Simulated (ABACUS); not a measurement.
# NaTb2Sc2FeO9 (P4/mmm) in ABACUS: settings compared, part 2 of 2

ABACUS 3.10.1. The steps go on from the part before.

## (3) Relaxation of cell and atoms, B86bPBE, collinear spin, ferromagnetic start

The input, INPUT:

```
INPUT_PARAMETERS
suffix              NaTb2Sc2FeO9
calculation         cell-relax
basis_type          pw
pseudo_dir          ./
symmetry            1
dft_functional      GGA_X_B86_MGC+GGA_C_PBE
ecutwfc             90
pseudo_rcut         10
nspin               2
nbands              77
ks_solver           dav
smearing_method     fd
smearing_sigma      0.00367493
scf_thr             1e-08
scf_nmax            100
mixing_type         broyden
mixing_beta         0.4
cal_force           1
cal_stress          1
relax_nmax          60
force_thr_ev        0.02
relax_method        cg
out_stru            1
stress_thr          1
fixed_axes          volume
kpar                8
```

The input, STRU:

```
ATOMIC_SPECIES
Na 22.9898 Na.upf
Tb 158.9254 Tb.upf
Sc 44.9559 Sc.upf
Fe 55.8450 Fe.upf
O 15.9990 O.upf

LATTICE_CONSTANT
1.8897261246

LATTICE_VECTORS
3.8602700000 0.0000000000 0.0000000000
0.0000000000 3.8602700000 0.0000000000
0.0000000000 0.0000000000 12.4060400000

ATOMIC_POSITIONS
Cartesian

Na
0.0
1
0.0000000000 0.0000000000 6.2030200000 1 1 1 mag 0

Tb
0.0
2
0.0000000000 0.0000000000 10.1856069608 1 1 1 mag 0
0.0000000000 0.0000000000 2.2204330392 1 1 1 mag 0

Sc
0.0
2
1.9301350000 1.9301350000 4.1869144396 1 1 1 mag 0
1.9301350000 1.9301350000 8.2191255604 1 1 1 mag 0

Fe
0.0
1
1.9301350000 1.9301350000 0.0000000000 1 1 1 mag 3

O
0.0
9
0.0000000000 1.9301350000 0.0000000000 1 1 1 mag 0
1.9301350000 1.9301350000 10.6402883268 1 1 1 mag 0
1.9301350000 1.9301350000 1.7657516732 1 1 1 mag 0
1.9301350000 0.0000000000 0.0000000000 1 1 1 mag 0
0.0000000000 1.9301350000 3.5716989160 1 1 1 mag 0
0.0000000000 1.9301350000 8.8343410840 1 1 1 mag 0
1.9301350000 1.9301350000 6.2030200000 1 1 1 mag 0
1.9301350000 0.0000000000 3.5716989160 1 1 1 mag 0
1.9301350000 0.0000000000 8.8343410840 1 1 1 mag 0
```

The input, KPT:

```
K_POINTS
0
Gamma
5 5 2 0 0 0
```

Potentials or basis: PseudoDojo NC SR 0.4.1 PBE standard, lanthanides 3+ (f in core), plane waves.

Launch:

```sh
> OMP_NUM_THREADS=1 mpirun -np 8 abacus > log
```

It took 4.8 min on 8 MPI ranks of AMD EPYC 9B45 (Zen 5), shared host; peak memory 5.4 GiB.

Results (log left out):

| Property | Result |
| --- | --- |
| Free energy | -13690.8730 eV |
| Largest force after relaxing | 0.019 eV/Å |
| Band gap on the k mesh | none (metal or under the smearing width) |
| Net moment | 3.71 μB per cell |
| Absolute moment | 3.90 μB per cell |

Forces in eV/Å, atoms in the order of the input:
```
Na   0.000  0.000  0.000
Tb   0.000  0.000 -0.012
Tb   0.000  0.000  0.012
Sc   0.000  0.000  0.009
Sc   0.000  0.000 -0.009
Fe   0.000  0.000  0.000
O    0.000  0.000  0.000
O    0.000  0.000  0.012
O    0.000  0.000 -0.012
O    0.000  0.000  0.000
O    0.000  0.000  0.019
O    0.000  0.000 -0.019
O    0.000  0.000  0.000
O    0.000  0.000  0.019
O    0.000  0.000 -0.019
```

Levels at points of the mesh, in eV from the Fermi level:
Spin up:
```tsv
k point	band 59	band 60	band 61	band 62	band 63	band 64	band 65	band 66	band 67	band 68
(0.00, 0.00, 0.00)	-1.17	-0.77	-0.41	-0.41	-0.25	-0.25	0.98	3.55	4.31	4.33
(0.00, 0.00, 0.50)	-1.06	-0.93	-0.49	-0.49	-0.21	-0.21	1.04	3.64	4.31	4.33
```
Spin down:
```tsv
k point	band 56	band 57	band 58	band 59	band 60	band 61	band 62	band 63	band 64	band 65
(0.00, 0.00, 0.00)	-0.79	-0.79	-0.62	-0.23	-0.23	-0.19	0.69	1.51	1.51	2.48
(0.00, 0.00, 0.50)	-0.77	-0.64	-0.64	-0.28	-0.28	-0.19	0.69	1.51	1.51	2.54
```

Caveat: the magnetic or orbital state may not be the lowest; there are fewer bands than atomic start orbitals, so a level may be missed at k points of high symmetry; the potentials were made for another functional, which shifts forces and pressure; spin-orbit coupling is left out, which moves the levels of the heavy elements; the 4f electrons are frozen in the core as for a trivalent ion, so they carry no moment and show no levels; a cell with one magnetic atom can't hold antiferromagnetic order, which such compounds often take; semilocal functionals often make such compounds metallic where correlation or magnetic order opens a gap, which also shifts bond lengths. The state reached can hang on the start; a lower one may exist.

## (4) Single point, PBE, collinear spin, ferromagnetic start

The input, INPUT:

```
INPUT_PARAMETERS
suffix              NaTb2Sc2FeO9
calculation         scf
basis_type          lcao
pseudo_dir          ./
orbital_dir         ./
latname             st
symmetry            1
dft_functional      pbe
ecutwfc             100
pseudo_rcut         10
nspin               2
nbands              83
ks_solver           genelpa
smearing_method     fd
smearing_sigma      0.00367493
scf_thr             1e-07
scf_nmax            100
mixing_type         broyden
mixing_beta         0.4
cal_force           1
cal_stress          1
out_mul             1
out_chg             1
out_pot             2
out_elf             1
```

The input, STRU:

```
ATOMIC_SPECIES
Na 22.9898 Na.upf
Tb 158.9254 Tb.upf
Sc 44.9559 Sc.upf
Fe 55.8450 Fe.upf
O 15.9990 O.upf

NUMERICAL_ORBITAL
Na_confined-atom_9au_2s1p.orb
Tb_confined-atom_8au_2s1p1d.orb
Sc_confined-atom_8au_2s1p1d.orb
Fe_confined-atom_7au_2s1p1d.orb
O_confined-atom_6au_1s1p.orb

LATTICE_CONSTANT
7.2948530671

LATTICE_PARAMETERS
3.2137752023

ATOMIC_POSITIONS
Direct

Na
0.0
1
0.0000000000 0.0000000000 0.5000000000 1 1 1 mag 0

Tb
0.0
2
0.0000000000 0.0000000000 0.8210200000 1 1 1 mag 0
0.0000000000 0.0000000000 0.1789800000 1 1 1 mag 0

Sc
0.0
2
0.5000000000 0.5000000000 0.3374900000 1 1 1 mag 0
0.5000000000 0.5000000000 0.6625100000 1 1 1 mag 0

Fe
0.0
1
0.5000000000 0.5000000000 0.0000000000 1 1 1 mag 3

O
0.0
9
0.0000000000 0.5000000000 0.0000000000 1 1 1 mag 0
0.5000000000 0.5000000000 0.8576700000 1 1 1 mag 0
0.5000000000 0.5000000000 0.1423300000 1 1 1 mag 0
0.5000000000 0.0000000000 0.0000000000 1 1 1 mag 0
0.0000000000 0.5000000000 0.2879000000 1 1 1 mag 0
0.0000000000 0.5000000000 0.7121000000 1 1 1 mag 0
0.5000000000 0.5000000000 0.5000000000 1 1 1 mag 0
0.5000000000 0.0000000000 0.2879000000 1 1 1 mag 0
0.5000000000 0.0000000000 0.7121000000 1 1 1 mag 0
```

KPT is that of step 3.

Potentials or basis: PseudoDojo NC SR 0.4.1 PBE standard, lanthanides 3+ (f in core), SZ LCAO (the cutoffs set its grid).

Launch:

```sh
> OMP_NUM_THREADS=1 mpirun -np 8 abacus > log
```

Wall time 16 s (8 MPI ranks of Intel Xeon 6975P-C (Granite Rapids), shared host); peak memory 1.3 GiB.

The run converged, but some of its settings lie outside the range that counts as converged, so its numbers aren't taken as properties of the crystal.

Results:

```yaml
Free_energy: -13667.3902 eV
Largest_force: 0.691 eV/Å
Band_gap_on_the_k_mesh: none (metal or under the smearing width)
Net_moment: 3.72 μB per cell
Absolute_moment: 3.76 μB per cell
Site_moments: Na -0.00; Tb +0.00; Sc -0.00; Fe +2.31; O +0.44, +0.35, +0.14, +0.04, +0.00, +0.03 μB
Mulliken_charges: Na +0.55; Tb +1.08; Sc +1.08; Fe +1.25; O -0.42, -0.63, -0.88, -0.66, -0.78, -0.74 e
```

Caveat: the atomic orbitals were generated for these runs and aren't a published set; Mulliken charges move with the basis; the magnetic or orbital state may not be the lowest; spin-orbit coupling is left out, which moves the levels of the heavy elements; the 4f electrons are frozen in the core as for a trivalent ion, so they carry no moment and show no levels; the basis of atomic orbitals isn't converged, which shifts pressures, moduli and gaps; a cell with one magnetic atom can't hold antiferromagnetic order, which such compounds often take; semilocal functionals often make such compounds metallic where correlation or magnetic order opens a gap, which also shifts bond lengths.
